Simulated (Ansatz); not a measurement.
Write a Python script for the Python package of Ansatz (0.2.0) that makes a short molecular-dynamics run of AlH4SbSi, SMILES [AlH]1[SiH2][SbH]1. Settings: Hartree-Fock, def2-SVP basis, multiplicity 1.

```xyz
7

Al   -1.0790   -0.6603   -0.7418
Si    0.2678    1.0269    0.2706
Sb    1.5088   -0.9136   -0.5550
H    -2.4939   -1.1425   -1.1885
H     0.1165    1.1211    1.7125
H     0.3869    2.2768   -0.5256
H     1.3541   -1.7764    0.9820
```

Script `md.py`:
```python
import ansatz
from ase import Atoms
import numpy as np

BASIS_SET = "def2-SVP"
XC = "hf"
N_STEPS = 40
TEMPERATURE_K = 500

atoms = Atoms(["Al", "Si", "Sb", "H", "H", "H", "H"], positions=[
    [-1.079, -0.6603, -0.7418],
    [0.2678, 1.0269, 0.2706],
    [1.5088, -0.9136, -0.555],
    [-2.4939, -1.1425, -1.1885],
    [0.1165, 1.1211, 1.7125],
    [0.3869, 2.2768, -0.5256],
    [1.3541, -1.7764, 0.982],
])
alh4sbsi = ansatz.Crystal.molecule_from_ase(atoms)

setup = (
    alh4sbsi.calculation()
    .basis(gaussian=BASIS_SET)
    .functional(XC)
    .md("nvt_langevin", timestep=0.5, steps=N_STEPS, temperature=TEMPERATURE_K, initial_velocities="maxwell_boltzmann", seed=86, friction=0.02)
)
frames = []
setup.session().plan().execute(on_event=lambda e: frames.append(e["data"]) if e["event"] == "md_step" else None)
print("t (fs)   E_pot (eV)      E_kin (eV)   T (K)   d(0-1) (A)")
for f in frames[::2]:
    xyz = np.array(f["positions_ang"])
    print(f"{f['time_fs']:6.2f} {f['lagrangian_ev']:14.5f} {f['e_kin_ev']:10.5f} {f['temperature_k']:8.1f} {np.linalg.norm(xyz[0] - xyz[1]):9.4f}")
print("mean temperature", round(float(np.mean([f["temperature_k"] for f in frames])), 1), "K")
```

Output of `python md.py`:
```text
t (fs)   E_pot (eV)      E_kin (eV)   T (K)   d(0-1) (A)
  0.00   -21013.09485    0.38778    428.6    2.3844
  1.00   -21013.10888    0.42058    464.8    2.3927
  2.00   -21013.10454    0.46213    510.7    2.4009
  3.00   -21013.09656    0.44529    492.1    2.4107
  4.00   -21013.09618    0.44570    492.6    2.4208
  5.00   -21013.11263    0.49460    546.6    2.4318
  6.00   -21013.12499    0.49157    543.3    2.4427
  7.00   -21013.13486    0.52750    583.0    2.4537
  8.00   -21013.14481    0.55755    616.2    2.4661
  9.00   -21013.13576    0.54207    599.1    2.4782
 10.00   -21013.09615    0.48656    537.7    2.4884
 11.00   -21013.03462    0.45405    501.8    2.4965
 12.00   -21012.97801    0.39904    441.0    2.5031
 13.00   -21012.95376    0.33702    372.5    2.5090
 14.00   -21012.96170    0.30095    332.6    2.5151
 15.00   -21012.98934    0.32093    354.7    2.5202
 16.00   -21013.00700    0.30809    340.5    2.5244
 17.00   -21013.00921    0.26867    296.9    2.5284
 18.00   -21013.00550    0.31141    344.2    2.5322
 19.00   -21013.00774    0.35143    388.4    2.5356
 20.00   -21013.02852    0.37596    415.5    2.5386
mean temperature 459.1 K
```

Total energies depend on the basis set; only differences at equal settings carry meaning. The trajectory is only some femtoseconds long, so its temperature is not equilibrated; where the script doesn't relax first, it starts from a rough generated geometry. def2 sets replace the cores of elements past krypton by effective core potentials. The printed temperature counts all 3N degrees of freedom under Langevin dynamics, so the first row lies under the target. Wall time of the script: 72 s on 1 thread of Arm Neoverse V2, on a shared host, peak memory 0.23 GiB.

(Lines on the test bed's own set-up are left out of the output.)
